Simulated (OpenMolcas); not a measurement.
# Ru⁴⁺ among point charges: CASSCF and CASPT2 levels and susceptibility, part 2 of 2

Aim: the splitting of the states of Ru⁴⁺ in the field of 5 point charges, its lowest levels with spin-orbit coupling and its magnetic susceptibility.

OpenMolcas 26.06; ANO-RCC-VDZP, DKH2, active space 4 electrons in 5 orbitals (4d), orbitals: per spin and parity. Surroundings: 5 point charges of -1 e arranged as a trigonal bipyramid (D3h), 2.19 Å from the ion, with the axial distance 1.927 Å. Earlier steps stand in the parts before.

## (7) CASPT2: IPEA 0.25, imaginary shift 0.1 (closed shells correlated: 4s 4p)

a.inp reads:

```
>>> COPY JOB001 $Project.JobIph
&CASPT2
Multistate=5 1 2 3 4 5
NoMult
Frozen=14
IPEA=0.25
Imaginary=0.1
MaxIter=60
WThr=0.0 0.3 0.05
PrWF=0.5
NoMix
>>> COPY JOB002 $Project.JobIph
&CASPT2
Multistate=45 1 2 3 4 5 6 7 8 9 10 11 12 13 14 15 16 17 18 19 20 21 22
23 24 25 26 27 28 29 30 31 32 33 34 35 36 37 38 39 40 41 42 43 44 45
NoMult
Frozen=14
IPEA=0.25
Imaginary=0.1
MaxIter=60
WThr=0.0 0.3 0.05
PrWF=0.5
NoMix
>>> COPY JOB003 $Project.JobIph
&CASPT2
Multistate=50 1 2 3 4 5 6 7 8 9 10 11 12 13 14 15 16 17 18 19 20 21 22
23 24 25 26 27 28 29 30 31 32 33 34 35 36 37 38 39 40 41 42 43 44 45 46
47 48 49 50
NoMult
Frozen=14
IPEA=0.25
Imaginary=0.1
MaxIter=60
WThr=0.0 0.3 0.05
PrWF=0.5
NoMix
```

The log of the run:

```text
Orbital specifications:
      -----------------------

      Symmetry species                           1
                                                 a
      Frozen orbitals                           14
      Inactive orbitals                          4
      Active orbitals                            5
      Secondary orbitals                        20
      Deleted orbitals                           0
      Number of basis functions                 43
Type of calculation                        SS-CASPT2
      Fock operator                              state-specific
      IPEA shift                                 0.25
      Real shift                                 0.00
      Imaginary shift                            0.10
      The input orbitals will be transformed to quasi-canonical
Reference energy:       -4529.0415472440
      E2 (Non-variational):      -0.2190352713
      Shift correction:          -0.0000974589
      E2 (Variational):          -0.2191327303
      Total energy:           -4529.2606799743
      Residual norm:              0.0000000828
      Reference weight:           0.95710
      Contributions to the CASPT2 correlation energy
      Active & Virtual Only:         -0.0305678157
      One Inactive Excited:          -0.1086626131
      Two Inactive Excited:          -0.0798048425
Reference energy:       -4529.0210381150
      E2 (Non-variational):      -0.2187755407
      Shift correction:          -0.0000972861
      E2 (Variational):          -0.2188728268
      Total energy:           -4529.2399109418
      Residual norm:              0.0000001066
      Reference weight:           0.95715
      Contributions to the CASPT2 correlation energy
      Active & Virtual Only:         -0.0303741870
      One Inactive Excited:          -0.1087450042
      Two Inactive Excited:          -0.0796563495
::    CASPT2 Root  1     Total energy:  -4529.26067997
::    CASPT2 Root  2     Total energy:  -4529.23991094
::    CASPT2 Root  3     Total energy:  -4529.23991093
::    CASPT2 Root  4     Total energy:  -4529.23115063
::    CASPT2 Root  5     Total energy:  -4529.23017756
Orbital specifications:
      -----------------------

      Symmetry species                           1
                                                 a
      Frozen orbitals                           14
      Inactive orbitals                          4
      Active orbitals                            5
      Secondary orbitals                        20
      Deleted orbitals                           0
      Number of basis functions                 43
Type of calculation                        SS-CASPT2
      Fock operator                              state-specific
      IPEA shift                                 0.25
      Real shift                                 0.00
      Imaginary shift                            0.10
      The input orbitals will be transformed to quasi-canonical
Reference energy:       -4528.9480218997
      E2 (Non-variational):      -0.2236162847
      Shift correction:          -0.0001060348
      E2 (Variational):          -0.2237223195
      Total energy:           -4529.1717442192
      Residual norm:              0.0000000442
      Reference weight:           0.95546
      Contributions to the CASPT2 correlation energy
      Active & Virtual Only:         -0.0288534818
      One Inactive Excited:          -0.1184191108
      Two Inactive Excited:          -0.0763436921
Reference energy:       -4528.9480218997
      E2 (Non-variational):      -0.2236922850
      Shift correction:          -0.0001061801
      E2 (Variational):          -0.2237984651
      Total energy:           -4529.1718203649
      Residual norm:              0.0000000442
      Reference weight:           0.95542
      Contributions to the CASPT2 correlation energy
      Active & Virtual Only:         -0.0288540068
      One Inactive Excited:          -0.1184825540
      Two Inactive Excited:          -0.0763557243
::    CASPT2 Root  1     Total energy:  -4529.17174422
::    CASPT2 Root  2     Total energy:  -4529.17182036
::    CASPT2 Root  3     Total energy:  -4529.16908616
::    CASPT2 Root  4     Total energy:  -4529.16907815
::    CASPT2 Root  5     Total energy:  -4529.16413023
::    CASPT2 Root  6     Total energy:  -4529.16418944
::    CASPT2 Root  7     Total energy:  -4529.16609706
::    CASPT2 Root  8     Total energy:  -4529.15653923
::    CASPT2 Root  9     Total energy:  -4529.15653845
::    CASPT2 Root 10     Total energy:  -4529.15770095
::    CASPT2 Root 11     Total energy:  -4529.15770147
::    CASPT2 Root 12     Total energy:  -4529.15281964
::    CASPT2 Root 13     Total energy:  -4529.15328979
::    CASPT2 Root 14     Total energy:  -4529.15328939
::    CASPT2 Root 15     Total energy:  -4529.15370066
::    CASPT2 Root 16     Total energy:  -4529.15023735
::    CASPT2 Root 17     Total energy:  -4529.15037428
::    CASPT2 Root 18     Total energy:  -4529.15131850
::    CASPT2 Root 19     Total energy:  -4529.15131857
::    CASPT2 Root 20     Total energy:  -4529.14942083
::    CASPT2 Root 21     Total energy:  -4529.14941054
::    CASPT2 Root 22     Total energy:  -4529.14111640
::    CASPT2 Root 23     Total energy:  -4529.14111646
::    CASPT2 Root 24     Total energy:  -4529.13543118
::    CASPT2 Root 25     Total energy:  -4529.13544086
::    CASPT2 Root 26     Total energy:  -4529.13509019
::    CASPT2 Root 27     Total energy:  -4529.13514540
::    CASPT2 Root 28     Total energy:  -4529.12788508
::    CASPT2 Root 29     Total energy:  -4529.12629195
::    CASPT2 Root 30     Total energy:  -4529.12627459
Orbital specifications:
      -----------------------

      Symmetry species                           1
                                                 a
      Frozen orbitals                           14
      Inactive orbitals                          4
      Active orbitals                            5
      Secondary orbitals                        20
      Deleted orbitals                           0
      Number of basis functions                 43
Type of calculation                        SS-CASPT2
      Fock operator                              state-specific
      IPEA shift                                 0.25
      Real shift                                 0.00
      Imaginary shift                            0.10
      The input orbitals will be transformed to quasi-canonical
Reference energy:       -4528.9099720375
      E2 (Non-variational):      -0.2253464067
      Shift correction:          -0.0001057510
      E2 (Variational):          -0.2254521577
      Total energy:           -4529.1354241952
      Residual norm:              0.0000000232
      Reference weight:           0.95501
      Contributions to the CASPT2 correlation energy
      Active & Virtual Only:         -0.0265361764
      One Inactive Excited:          -0.1251025283
      Two Inactive Excited:          -0.0737077019
Reference energy:       -4528.9099720042
      E2 (Non-variational):      -0.2256969807
      Shift correction:          -0.0001064205
      E2 (Variational):          -0.2258034012
      Total energy:           -4529.1357754053
      Residual norm:              0.0000000235
      Reference weight:           0.95485
      Contributions to the CASPT2 correlation energy
      Active & Virtual Only:         -0.0266189760
      One Inactive Excited:          -0.1253702991
      Two Inactive Excited:          -0.0737077056
::    CASPT2 Root  1     Total energy:  -4529.13542420
::    CASPT2 Root  2     Total energy:  -4529.13577541
::    CASPT2 Root  3     Total energy:  -4529.12686402
::    CASPT2 Root  4     Total energy:  -4529.12544427
::    CASPT2 Root  5     Total energy:  -4529.12544390
::    CASPT2 Root  6     Total energy:  -4529.12418227
::    CASPT2 Root  7     Total energy:  -4529.12417081
::    CASPT2 Root  8     Total energy:  -4529.12402398
::    CASPT2 Root  9     Total energy:  -4529.12400623
::    CASPT2 Root 10     Total energy:  -4529.11442237
::    CASPT2 Root 11     Total energy:  -4529.11442292
::    CASPT2 Root 12     Total energy:  -4529.11629930
::    CASPT2 Root 13     Total energy:  -4529.11629776
::    CASPT2 Root 14     Total energy:  -4529.11348841
::    CASPT2 Root 15     Total energy:  -4529.11359578
::    CASPT2 Root 16     Total energy:  -4529.11666495
::    CASPT2 Root 17     Total energy:  -4529.10821207
::    CASPT2 Root 18     Total energy:  -4529.10819279
::    CASPT2 Root 19     Total energy:  -4529.10717439
::    CASPT2 Root 20     Total energy:  -4529.10717443
::    CASPT2 Root 21     Total energy:  -4529.09256984
::    CASPT2 Root 22     Total energy:  -4529.09236371
::    CASPT2 Root 23     Total energy:  -4529.09491163
::    CASPT2 Root 24     Total energy:  -4529.09494469
::    CASPT2 Root 25     Total energy:  -4529.09179088
::    CASPT2 Root 26     Total energy:  -4529.08415296
::    CASPT2 Root 27     Total energy:  -4529.08411395
::    CASPT2 Root 28     Total energy:  -4529.08199584
::    CASPT2 Root 29     Total energy:  -4529.07809217
::    CASPT2 Root 30     Total energy:  -4529.07809228
```

This run: 9.6 s of run time, 1 thread, shared host.

SS-CASPT2: lowest energy less the reference's lowest, -0.2191 hartree; reference weights 0.944 to 0.957.

States without spin-orbit coupling:

```
  state  degeneracy  E (cm-1)  free-ion L (%)
    5A1           1         0         D (100)
     5E           2      4558         D (100)
     5E           2      6588         D (100)
     3E           2     19511          H (84)
    3A2           1     20103          H (83)
    3A1           1     20104          H (83)
    3A2           1     20759          P (57)
     3E           2     21184          H (67)
     3E           2     22601          H (44)
     3E           2     22856         H (100)
    3A1           1     23479          G (88)
     3E           2     23569          H (41)
    3A2           1     23673          H (83)
     3E           2     24002          F (93)
     3E           2     24224          F (62)
    3A1           1     24419          F (61)
    3A2           1     24421          F (61)
     3E           2     26241          G (45)
singlet           2     27452         I (100)
     3E           2     27488          G (84)
     3E           2     27558          G (88)
    3A2           1     29145          F (45)
    1A1           1     29369          I (65)
    3A2           1     29495          G (57)
```

With spin-orbit coupling:

```json
{"E (cm-1)": "0", "Degeneracy": "1", "Label": "A1", "2S+1": "5", "g": ""}
{"E (cm-1)": "140", "Degeneracy": "2", "Label": "E", "2S+1": "5", "g": "0.00 0.00 3.98"}
{"E (cm-1)": "510", "Degeneracy": "2", "Label": "E", "2S+1": "5", "g": "0.00 0.00 7.94"}
{"E (cm-1)": "4390", "Degeneracy": "1", "Label": "A2", "2S+1": "5", "g": ""}
{"E (cm-1)": "4610", "Degeneracy": "2", "Label": "E", "2S+1": "5", "g": "0.00 0.00 5.14"}
{"E (cm-1)": "4660", "Degeneracy": "1", "Label": "A1", "2S+1": "5", "g": ""}
{"E (cm-1)": "4940", "Degeneracy": "2", "Label": "E", "2S+1": "5", "g": "0.00 0.00 2.44"}
{"E (cm-1)": "5260", "Degeneracy": "2", "Label": "E", "2S+1": "5", "g": "0.00 0.00 5.77"}
{"E (cm-1)": "5630", "Degeneracy": "2", "Label": "", "2S+1": "5", "g": "0.00 0.00 9.84"}
{"E (cm-1)": "6150", "Degeneracy": "1", "Label": "A2", "2S+1": "5", "g": ""}
{"E (cm-1)": "6210", "Degeneracy": "1", "Label": "A1", "2S+1": "5", "g": ""}
{"E (cm-1)": "6930", "Degeneracy": "2", "Label": "E", "2S+1": "5", "g": "0.00 0.00 0.44"}
{"E (cm-1)": "7510", "Degeneracy": "2", "Label": "E", "2S+1": "5", "g": "0.00 0.00 4.27"}
{"E (cm-1)": "7990", "Degeneracy": "1", "Label": "A1", "2S+1": "5", "g": ""}
{"E (cm-1)": "7990", "Degeneracy": "1", "Label": "A2", "2S+1": "5", "g": ""}
{"E (cm-1)": "8410", "Degeneracy": "2", "Label": "E", "2S+1": "5", "g": "0.00 0.00 11.96"}
{"E (cm-1)": "18990", "Degeneracy": "1", "Label": "A1", "2S+1": "3", "g": ""}
{"E (cm-1)": "19240", "Degeneracy": "1", "Label": "A2", "2S+1": "3", "g": ""}
{"E (cm-1)": "19240", "Degeneracy": "1", "Label": "A1", "2S+1": "3", "g": ""}
{"E (cm-1)": "19420", "Degeneracy": "2", "Label": "E", "2S+1": "3", "g": "0.00 0.00 8.04"}
{"E (cm-1)": "19890", "Degeneracy": "2", "Label": "E", "2S+1": "3", "g": "0.00 0.00 2.77"}
{"E (cm-1)": "20100", "Degeneracy": "2", "Label": "E", "2S+1": "3", "g": "0.00 0.00 11.87"}
{"E (cm-1)": "20510", "Degeneracy": "1", "Label": "A1", "2S+1": "3", "g": ""}
{"E (cm-1)": "20520", "Degeneracy": "1", "Label": "A2", "2S+1": "3", "g": ""}
```

Powder χT (cm³ K/mol): 0.04 at 2 K, 0.09 at 5 K, 0.18 at 10 K, 0.37 at 20 K, 0.89 at 50 K, 1.40 at 100 K, 1.62 at 150 K, 1.74 at 200 K, 1.83 at 250 K, 1.89 at 300 K.

## (8) The methods side by side

A. CASSCF
B. SS-CASPT2, IPEA 0.25, imaginary shift 0.1 (closed shells correlated: 4s 4p)

```
method  ground state  first state of that spin (cm-1)  first gap with spin-orbit (cm-1)  χT at 300 K
     A           5A1                          5E 4501                             129.8         1.90
     B           5A1                          5E 4558                             137.8         1.89
```

## (9) What came out

This closing draws on all 2 parts.

```
                                            quantity                                                                        value
                                              method  SS-CASPT2, IPEA 0.25, imaginary shift 0.1 (closed shells correlated: 4s 4p)
                              spin-free ground state                                              5A1, 1-fold in its orbital part
first state of the same spin within the active space                                                              5E at 4560 cm⁻¹
                                        lowest level                                                                    1-fold A1
                                          next level                                                                   137.8 cm⁻¹
                                         χT at 300 K                                                               1.89 cm³ K/mol
                           effective moment at 300 K                                                                      3.89 μB
```

Cost by method:

```
                                              method  time of its own steps  time with the reference
                                           A. CASSCF                   27 s                     27 s
B. SS-CASPT2, IPEA 0.25, imaginary shift 0.1, +4s 4p                  9.6 s                     36 s
```

Times are of one thread on a shared host.

In words: The spin-free ground state (5A1) comes to 100 % from free-ion D terms and keeps the highest spin of the shell. χT at 300 K is 1.89, against 3.01 cm³ K/mol for the spin alone, so spin-orbit coupling lowers it. An active space of the d shell alone favours high spin; real ions in strong fields can be low spin. CASPT2 does not keep the components of a term degenerate, and the means are used. The field of point charges can differ much from that of real complexes. With metal d orbitals alone active, the gaps between spin states are rough; where two lie within a few thousand cm-1, their order is open. This is an electrostatic model: the charges have no orbitals.
